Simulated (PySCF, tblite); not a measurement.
**C₅H₈GeO₂: geometry, infrared bands and NMR shifts**

Aim: predict the infrared bands and NMR shifts of C₅H₈GeO₂ (`CO[C@@H]1C=[CH][GeH2][C]1=O`).

Computed with tblite 0.8.0 and PySCF 2.14.0, with density-fitted response routines of our own, on a single molecule in the gas phase. Atoms are numbered from 0 throughout.

## 1. The starting structure

16 atoms, charge 0, multiplicity 1; geometry from: force field or distance geometry start.

Bonds of the start (Å): C0–O1 1.38, O1–C2 1.41, C2–C3 1.46, C3–C4 1.33, C4–Ge5 1.96, Ge5–C6 1.97, C6–O7 1.21, C6–C2 1.48, C0–H8 1.13, C0–H9 1.12, C0–H10 1.10, C2–H11 1.12, C3–H12 1.11, C4–H13 1.07, Ge5–H14 1.52, Ge5–H15 1.51.

## 2. Optimising the geometry with GFN2-xTB

The job: settings as JSON, then the geometry in Å.

```
{"job": {"kind": "relax", "xc": "GFN2-xTB", "basis": "xTB"}, "charge": 0, "multiplicity": 1}
C      2.429600     0.001900    -0.339600
O      1.236600    -0.139000     0.344700
C      0.152800     0.231300    -0.470500
C     -0.641500     1.292600     0.137000
C     -1.709800     0.959200     0.850300
Ge    -1.901500    -0.992700     0.800700
C     -0.597600    -1.033400    -0.674600
O     -0.471800    -1.905100    -1.499900
H      2.428200    -0.647000    -1.260800
H      3.295900    -0.301800     0.303900
H      2.559400     1.066900    -0.583500
H      0.565900     0.544800    -1.462900
H     -0.364300     2.368000     0.053800
H     -2.372500     1.628200     1.351000
H     -1.330100    -1.634400     2.058900
H     -3.287000    -1.430700     0.380100
```

Launch:

```sh
$ OMP_NUM_THREADS=1 python probes_run.py task.json out
```

One launch serves the whole session: the jobs run in the order shown.

The log of the run:

```text
step      E/eV     max force
  0    -673.30148    2.894
  1    -673.50057    0.914
  2    -673.53710    0.892
  3    -673.57054    0.419
  4    -673.58856    0.355
  5    -673.61389    0.334
  6    -673.63122    0.379
  7    -673.64810    0.297
  8    -673.66293    0.329
  9    -673.67583    0.349
 10    -673.68440    0.235
 11    -673.68926    0.137
 12    -673.69228    0.132
 13    -673.69457    0.142
 14    -673.69666    0.148
 15    -673.69840    0.096
 16    -673.69976    0.086
 17    -673.70095    0.111
 18    -673.70206    0.114
 19    -673.70308    0.073
 20    -673.70416    0.083
 21    -673.70551    0.098
 22    -673.70712    0.156
 23    -673.70870    0.148
 24    -673.71005    0.083
 25    -673.71133    0.097
 26    -673.71280    0.122
 27    -673.71463    0.126
 28    -673.71672    0.119
 29    -673.71903    0.129
 30    -673.72186    0.161
 31    -673.72552    0.188
 32    -673.72970    0.206
 33    -673.73374    0.152
 34    -673.73763    0.147
 35    -673.74206    0.208
 36    -673.74645    0.208
 37    -673.74975    0.144
 38    -673.75218    0.151
 39    -673.75229    0.373
 40    -673.75702    0.233
 41    -673.76090    0.184
 42    -673.76801    0.184
 43    -673.77303    0.214
 44    -673.77813    0.194
 45    -673.78438    0.201
 46    -673.79352    0.181
 47    -673.80275    0.195
 48    -673.80816    0.139
 49    -673.80986    0.177
 50    -673.81220    0.188
 51    -673.81385    0.122
 52    -673.81601    0.089
 53    -673.81688    0.083
 54    -673.81801    0.071
 55    -673.81894    0.079
 56    -673.82034    0.107
 57    -673.82214    0.137
 58    -673.82410    0.103
 59    -673.82544    0.076
 60    -673.82625    0.054
 61    -673.82684    0.075
 62    -673.82735    0.072
 63    -673.82779    0.048
 64    -673.82815    0.045
 65    -673.82853    0.050
 66    -673.82902    0.062
 67    -673.82957    0.053
 68    -673.83002    0.043
 69    -673.83031    0.038
 70    -673.83050    0.037
 71    -673.83066    0.034
 72    -673.83076    0.024
 73    -673.83083    0.023
 74    -673.83090    0.023
 75    -673.83100    0.034
 76    -673.83111    0.033
 77    -673.83120    0.021
 78    -673.83126    0.022
 79    -673.83134    0.025
 80    -673.83145    0.033
 81    -673.83161    0.042
 82    -673.83181    0.043
 83    -673.83200    0.040
 84    -673.83215    0.031
 85    -673.83229    0.030
 86    -673.83243    0.037
 87    -673.83256    0.046
 88    -673.83268    0.032
 89    -673.83277    0.031
 90    -673.83291    0.034
 91    -673.83306    0.044
 92    -673.83332    0.048
 93    -673.83358    0.037
 94    -673.83377    0.079
 95    -673.83381    0.161
 96    -673.83413    0.039
 97    -673.83433    0.036
 98    -673.83460    0.072
 99    -673.83476    0.040
100    -673.83486    0.024
101    -673.83493    0.036
102    -673.83499    0.024
103    -673.83506    0.037
104    -673.83514    0.025
105    -673.83521    0.024
106    -673.83527    0.017
107    -673.83531    0.010
```

Wall time 1.2 s (1 thread of Arm Neoverse N1, shared host).

Along the way: (not every step is listed)

| step | energy from step 0 (eV) | largest force (eV/Å) |
| --- | --- | --- |
| 0 | 0.0000 | 2.8940 |
| 1 | -0.1991 | 0.9135 |
| 2 | -0.2356 | 0.8921 |
| 3 | -0.2691 | 0.4188 |
| 4 | -0.2871 | 0.3553 |
| 5 | -0.3124 | 0.3339 |
| 6 | -0.3297 | 0.3787 |
| 7 | -0.3466 | 0.2975 |
| 8 | -0.3614 | 0.3294 |
| 17 | -0.3995 | 0.1114 |
| 26 | -0.4113 | 0.1218 |
| 35 | -0.4406 | 0.2079 |
| 44 | -0.4767 | 0.1940 |
| 53 | -0.5154 | 0.0832 |
| 62 | -0.5259 | 0.0718 |
| 71 | -0.5292 | 0.0335 |
| 80 | -0.5300 | 0.0331 |
| 89 | -0.5313 | 0.0309 |
| 98 | -0.5331 | 0.0722 |
| 102 | -0.5335 | 0.0235 |
| 103 | -0.5336 | 0.0370 |
| 104 | -0.5337 | 0.0251 |
| 105 | -0.5337 | 0.0244 |
| 106 | -0.5338 | 0.0166 |
| 107 | -0.5338 | 0.0096 |

Close pairs (by a distance rule), those that changed most:

| bond | before (Å) | after (Å) | change (Å) |
| --- | --- | --- | --- |
| C2–C6 | 1.485 | 1.532 | +0.047 |
| C2–C3 | 1.458 | 1.499 | +0.041 |
| C3–H12 | 1.114 | 1.080 | -0.033 |
| C0–H9 | 1.121 | 1.088 | -0.033 |
| Ge5–C6 | 1.969 | 2.001 | +0.032 |
| C0–H8 | 1.127 | 1.095 | -0.031 |
| Ge5–H14 | 1.524 | 1.496 | -0.027 |
| C0–O1 | 1.383 | 1.408 | +0.025 |

The next job starts from the end point, and lists it.

## 3. Vibrational analysis with GFN2-xTB

The job: settings as JSON, then the geometry in Å.

```
{"job": {"kind": "ir", "xc": "GFN2-xTB", "basis": "xTB"}, "charge": 0, "multiplicity": 1}
C      2.245556    -0.356914    -0.106224
O      1.089006     0.292170     0.366079
C      0.151610     0.611247    -0.656649
C     -0.889076     1.489784    -0.030132
C     -1.710572     0.909980     0.842139
Ge    -1.439175    -1.018932     0.837352
C     -0.559305    -0.717132    -0.934562
O     -0.574955    -1.309280    -1.972634
H      2.007841    -1.283220    -0.640205
H      2.844367    -0.588567     0.772428
H      2.815081     0.300255    -0.773203
H      0.644857     1.053697    -1.529782
H     -0.902117     2.540964    -0.279386
H     -2.471602     1.472018     1.360005
H     -0.549097    -1.559192     1.911783
H     -2.710018    -1.827935     0.821580
```

The log of the run:

```text
mode    cm-1     km/mol
  1      37.3      2.44
  2      97.0      4.24
  3     128.4      8.77
  4     176.3      1.83
  5     220.2      8.69
  6     299.5     13.42
  7     337.5      3.65
  8     391.4     17.20
  9     403.0      6.98
 10     428.0     25.80
 11     525.3     30.24
 12     531.7    111.05
 13     556.4     40.03
 14     603.8      7.07
 15     655.2      3.88
 16     723.5     24.95
 17     740.3     39.12
 18     823.0    206.59
 19     904.2      0.56
 20     974.9     24.38
 21     988.9     14.17
 22    1010.3     17.99
 23    1085.6     68.97
 24    1112.8     14.58
 25    1135.8      3.43
 26    1165.9      9.44
 27    1206.5     17.68
 28    1256.0      4.92
 29    1288.0      2.51
 30    1406.7      0.16
 31    1467.5      7.28
 32    1485.9      2.92
 33    1615.8     10.17
 34    1796.7    344.41
 35    1946.3    262.37
 36    2030.4    376.12
 37    2909.2     55.64
 38    2920.6     42.48
 39    2938.9     39.59
 40    3029.8     11.68
 41    3057.6     27.12
 42    3077.0     40.96
```

It took 0.94 s on 1 thread of Arm Neoverse N1, shared host.

Which atoms move in the most intense modes:

| cm⁻¹ | km/mol | atoms |
| --- | --- | --- |
| 532 | 111.0 | H14 44 %, H15 22 %, C6 11 % |
| 823 | 206.6 | H14 48 %, H15 48 % |
| 1086 | 69.0 | O1 52 %, C0 29 % |
| 1797 | 344.4 | C6 59 %, O7 39 % |
| 1946 | 262.4 | H15 84 %, H14 14 % |
| 2030 | 376.1 | H14 85 %, H15 14 % |
| 2909 | 55.6 | H11 93 % |
| 2921 | 42.5 | H10 58 %, H8 33 % |

## 4. Shielding tensors: PBE0/pcSseg-1

The job, as its differences from that of step 3:

```diff
@@ -1,2 +1,2 @@
-{"job": {"kind": "ir", "xc": "GFN2-xTB", "basis": "xTB"}, "charge": 0, "multiplicity": 1}
+{"job": {"kind": "nmr", "xc": "PBE0", "basis": "pcSseg-1"}, "charge": 0, "multiplicity": 1}
 C      2.245556    -0.356914    -0.106224
```

With the program's defaults for keys left out, this is: GIAO PBE0/pcSseg-1 NMR shielding, non-relativistic, gas phase.

The log of the run:

```text
coarse grid: 63456 points
cycle   1  E = -2421.6286688864  dE =  6.141e-01  |g| = 1.203e+00  |ddm| = 3.813e+00
cycle   2  E = -2421.1627334751  dE =  4.659e-01  |g| = 1.950e+00  |ddm| = 2.173e+00
cycle   3  E = -2421.7822151018  dE = -6.195e-01  |g| = 4.092e-01  |ddm| = 1.734e+00
cycle   4  E = -2421.8106467483  dE = -2.843e-02  |g| = 1.152e-01  |ddm| = 3.490e-01
cycle   5  E = -2421.8125857020  dE = -1.939e-03  |g| = 3.939e-02  |ddm| = 1.065e-01
cycle   6  E = -2421.8128403547  dE = -2.547e-04  |g| = 1.024e-02  |ddm| = 3.403e-02
cycle   7  E = -2421.8128580904  dE = -1.774e-05  |g| = 2.201e-03  |ddm| = 1.068e-02
cycle   8  E = -2421.8128592421  dE = -1.152e-06  |g| = 5.964e-04  |ddm| = 2.696e-03
final grid: 134472 points
cycle   9  E = -2421.8129351436  dE =  6.068e-08  |g| = 9.737e-04  |ddm| = 2.166e-03
cycle  10  E = -2421.8129346495  dE =  4.941e-07  |g| = 1.904e-03  |ddm| = 1.925e-03
cycle  11  E = -2421.8129353246  dE = -6.751e-07  |g| = 1.868e-04  |ddm| = 1.327e-03
cycle  12  E = -2421.8129353323  dE = -7.718e-09  |g| = 1.440e-05  |ddm| = 1.577e-04
cycle  13  E = -2421.8129353323  dE = -3.274e-11  |g| = 8.096e-06  |ddm| = 2.183e-05
converged SCF energy = -2421.8129353323

GIAO shielding tensors (ppm)
atom      isotropic    diamagn.    paramagn.     s11        s22        s33       span
  0 C      129.625     244.401    -114.776     96.919    108.143    183.813     86.894
  1 O      273.261     397.994    -124.733    237.342    268.778    313.663     76.321
  2 C       99.800     250.189    -150.389     84.377    100.388    114.634     30.258
  3 C       32.620     254.309    -221.689    -93.727     39.542    152.045    245.772
  4 C       32.023     256.751    -224.728    -90.709     17.313    169.465    260.175
  5 Ge    1565.912    2754.733   -1188.821   1461.977   1558.650   1677.110    215.133
  6 C      -46.914     251.088    -298.002   -115.377    -69.340     43.975    159.351
  7 O     -405.767     399.634    -805.401  -1111.615   -414.377    308.691   1420.306
  8 H       28.367      29.850      -1.483     24.080     26.707     34.316     10.237
  9 H       27.977      28.691      -0.714     23.805     25.451     34.675     10.869
 10 H       28.419      28.900      -0.481     24.299     25.780     35.179     10.879
 11 H       28.431      32.794      -4.362     25.962     26.930     32.402      6.440
 12 H       24.214      30.560      -6.347     21.926     23.972     26.743      4.817
 13 H       23.983      30.343      -6.359     21.749     24.234     25.967      4.218
 14 H       27.051      28.814      -1.762     19.738     23.603     37.813     18.074
 15 H       27.751      28.360      -0.609     21.411     22.183     39.659     18.247
```

Run time: 66 s. Hardware: 1 thread of Arm Neoverse N1, shared host; peak memory 0.92 GiB.

Shifts follow as δ = σ(reference) − σ, with reference shieldings (ppm) from runs at the same level and on the same kind of geometry: 1H TMS 31.72, 13C TMS 186.9, 17O H2O 336.1, 73Ge GeMe4 1331. The references are single molecules in the gas phase, so shifts against H2O, NH3, PH3, H3PO4 or CFCl3 are not on the usual liquid scales and can be off by tens of ppm. Atoms listed in one row are averaged.

| atoms | environment | σ (ppm) | δ (ppm) |
| --- | --- | --- | --- |
| C6 | carbonyl carbon | -46.9 | 233.8 |
| C4 | alkene CH | 32.0 | 154.9 |
| C3 | alkene CH | 32.6 | 154.3 |
| C2 | sp3 CH bonded to O, α to a carbonyl | 99.8 | 87.1 |
| C0 | methyl carbon bonded to O | 129.6 | 57.3 |
| H13 | hydrogen on an alkene CH | 23.98 | 7.73 |
| H12 | hydrogen on an alkene CH | 24.21 | 7.50 |
| H14 | hydrogen on a germanium bonded to 2 C, in a 5-membered ring | 27.05 | 4.67 |
| H15 | hydrogen on a germanium bonded to 2 C, in a 5-membered ring | 27.75 | 3.97 |
| H8, H9, H10 | hydrogen on a methyl carbon bonded to O | 28.25 | 3.46 |
| H11 | hydrogen on an sp3 CH bonded to O, α to a carbonyl | 28.43 | 3.29 |
| O7 | carbonyl oxygen | -405.8 | 741.8 |
| O1 | ether oxygen | 273.3 | 62.8 |
| Ge5 | germanium bonded to 2 C, 2 H, in a 5-membered ring | 1566 | -235 |

The run also stored atomic charges by several schemes (e):

| atoms | Mulliken | IAO | Hirshfeld | ESP fit |
| --- | --- | --- | --- | --- |
| C0 | -0.03 | -0.21 | -0.04 | -0.33 |
| O1 | -0.49 | -0.38 | -0.12 | -0.28 |
| C2 | -0.02 | 0.01 | 0.02 | 0.26 |
| C3 | -0.02 | -0.13 | -0.05 | -0.31 |
| C4 | -0.37 | -0.37 | -0.13 | -0.28 |
| Ge5 | 0.49 | 0.54 | 0.30 | 0.26 |
| C6 | 0.10 | 0.18 | 0.08 | 0.36 |
| O7 | -0.32 | -0.36 | -0.22 | -0.43 |

Mayer bond orders: C0–O1 0.92, O1–C2 0.88, C2–C3 1.02, C3–C4 1.79, C4–Ge5 0.89, Ge5–C6 0.80, C6–O7 1.99, C6–C2 0.87.

Ring of atoms C2, C3, C4, Ge5, C6: NICS(0) 0.5, NICS(1) -3.7, NICS(1)zz -3.7 ppm (means of both faces; NICS(1) differs between them: -4.8 and -2.5).

The two faces differ (NICS(1)zz -8.1 and 0.8 ppm).

## 5. Outcome

| quantity | value |
| --- | --- |
| strongest single infrared mode (GFN2-xTB) | 2030 cm⁻¹, 376 km/mol |
| zero-point energy (GFN2-xTB) | 70.7 kcal/mol |
| 13C shifts against TMS (PBE0/pcSseg-1) | 233.8, 154.9, 154.3, 87.1, 57.3 ppm |
| 1H shifts against TMS (PBE0/pcSseg-1, means over atoms taken as alike) | 7.73, 7.50, 4.67, 3.97, 3.46, 3.29 ppm |
| 17O shifts against H2O (PBE0/pcSseg-1) | 741.8, 62.8 ppm |
| 73Ge shifts against GeMe4 (PBE0/pcSseg-1) | -235 ppm |

**Reading.** The optimisation took 107 steps and gained 0.534 eV; among the close pairs (by a distance rule), C2–C6 changed most, from 1.485 to 1.532 Å. All 42 modes are real, so the xTB geometry is a minimum. The strongest single mode, at 2030 cm⁻¹, moves mainly H14. Unscaled tight-binding wavenumbers are off by several per cent, some by more. Its intensities can rank the bands wrongly. At PBE0/pcSseg-1: Shielding is most anisotropic at O7 (span 1420 ppm, paramagnetic term -805 ppm). Spin-orbit coupling is left out, which matters for shieldings and couplings at and beside the heavy atoms.
